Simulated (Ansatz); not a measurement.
Predict the output of the script below (Ansatz 0.2.0, Python API).

The script, `scan_ch7assi.py`:
```python
"""Stretching a bond of CH7AsSi, the rest held rigid."""

import ansatz as az
import numpy as np

GEOMETRY = """
C    -1.28350    0.55340   -0.56410
As    0.23360   -0.35180   -1.30090
Si    1.04470   -0.82620    0.79860
H    -1.79890    1.10670   -1.41020
H    -1.00880    1.35850    0.14100
H    -2.00930   -0.11280   -0.08330
H     1.09700    0.97180   -1.41030
H     0.27810   -1.83750    1.44260
H     1.07160    0.40870    1.67620
H     2.45850   -1.32200    0.71320
"""

geometry = az.Crystal.molecule()
for line in GEOMETRY.strip().splitlines():
    symbol, *xyz = line.split()
    geometry = geometry.atom(symbol, [float(v) for v in xyz])

symbols = [site.symbol for site in geometry.cartesian_sites]
start = np.array([site.position_ang for site in geometry.cartesian_sites])
axis = (start[2] - start[1]) / np.linalg.norm(start[2] - start[1])
moving = [2, 7, 8, 9]
lengths, energies = [2.024, 2.116, 2.208, 2.3, 2.392, 2.484, 2.576, 2.714], []
for length in lengths:
    xyz = start.copy()
    xyz[moving] += (length - np.linalg.norm(start[2] - start[1])) * axis
    point = az.Crystal.molecule()
    for symbol, xyz in zip(symbols, xyz):
        point = point.atom(symbol, xyz.tolist())
    calc = (
        point.calculation()
        .basis(gaussian="def2-SVP")
        .functional("R2SCAN0")
    )
    summary = calc.run().report
    energies.append(summary["free_energy_ev"])
    print(f"r = {length:6.3f} A  E = {energies[-1]:.5f} eV  <S^2> = {abs(summary['mean_field']['state']['spin_squared']):.3f}")

# quartic fit about the minimum
fit = np.polynomial.Polynomial.fit(lengths, np.array(energies) - min(energies), 4).convert()
roots = [r.real for r in fit.deriv().roots() if abs(r.imag) < 1e-9 and fit.deriv(2)(r.real) > 0]
r_e = min(roots, key=lambda r: abs(r - lengths[int(np.argmin(energies))]))
print(f"minimum of the fit at {r_e:.4f} A, force constant {fit.deriv(2)(r_e):.2f} eV/A^2")
```

`python scan_ch7assi.py` gives:
```text
r =  2.024 A  E = -69855.93582 eV  <S^2> = 0.000
r =  2.116 A  E = -69856.47556 eV  <S^2> = 0.000
r =  2.208 A  E = -69856.78328 eV  <S^2> = 0.000
r =  2.300 A  E = -69856.92392 eV  <S^2> = 0.000
r =  2.392 A  E = -69856.94513 eV  <S^2> = 0.000
r =  2.484 A  E = -69856.88192 eV  <S^2> = 0.000
r =  2.576 A  E = -69856.76012 eV  <S^2> = 0.000
r =  2.714 A  E = -69856.50787 eV  <S^2> = 0.000
minimum of the fit at 2.3634 A, force constant 10.97 eV/A^2
```

What to keep in mind:
- Total energies depend on the basis set; only differences at equal settings carry meaning.
- The rest of the molecule is held rigid at a force-field or estimated start geometry, and the basis set is modest; single-reference methods fail as a bond breaks.
- The orbitals are restricted, so S² is zero by construction.
- Timing: 42 s on 1 thread of Arm Neoverse V2, on a shared host, peak memory 0.29 GiB.

(Lines on the test bed's own set-up are left out of the output.)
